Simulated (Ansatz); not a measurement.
# MoS: the cost of one run

Computed with Ansatz 0.2.0 (DFT PBE+U, scalar-relativistic, plane waves, PAW, unless a step's input says otherwise).

**1. The system as given**

It takes space group F-43m (No. 216, cubic). Conventional cell: a = 5.659 Å, b = 5.659 Å, c = 5.659 Å, α = 90.00°, β = 90.00°, γ = 90.00°. Mo (site symmetry -43m) has 4 S at 2.45 Å as nearest neighbours. S (site symmetry -43m) has 4 Mo at 2.45 Å as nearest neighbours.

As a file:

```xyz
4
Lattice="0.0000 2.8297 2.8297 2.8297 0.0000 2.8297 5.6594 5.6594 0.0000" Properties=species:S:1:pos:R:3 pbc="T T T"
Mo    0.0000    2.8297    2.8297
S     1.4148    1.4148    1.4148
Mo    2.8297    5.6594    2.8297
S     4.2445    4.2445    1.4148
```

**2. Volume dafm0: 0.86 V/V0**

input.yaml reads:

```yaml
crystal:
  lattice:
    - [0.0, 2.8296912642, 2.8296912642]
    - [2.8296912642, 0.0, 2.8296912642]
    - [5.6593825284, 5.6593825284, 0.0]
  atoms:
    - { symbol: Mo, position: [1.0, 0.0, 0.0], spin: 2.0 }
    - { symbol: S, position: [0.25, 0.25, 0.125] }
    - { symbol: Mo, position: [1.0, 0.0, 0.5], spin: -2.0 }
    - { symbol: S, position: [0.25, 0.25, 0.625] }
basis:
  ecutwfc: 420
kpoints:
  mp_grid: { grid: [12, 12, 6] }
hamiltonian:
  xc: pbe
  hubbard: { sites: [{ species: Mo, l: d, u_eff: 4.38 }] }
scf:
  occupations: { method: gaussian, width: 0.1 }
output:
  forces: true
  stress: true
  eigenvalues: true
  populations: true
magnetization:
  spin_polarized: true
```

Run with:

```console
$ ansatz run input.yaml --threads 1 --pin off --max-ram 2560MiB --backend cpu --events-out ev --progress --plain --runs-dir out
```

Q: Estimate wall time and peak memory on 1 thread of Arm Neoverse V1, shared host.

About 40 s, with a peak of 0.66 GiB.
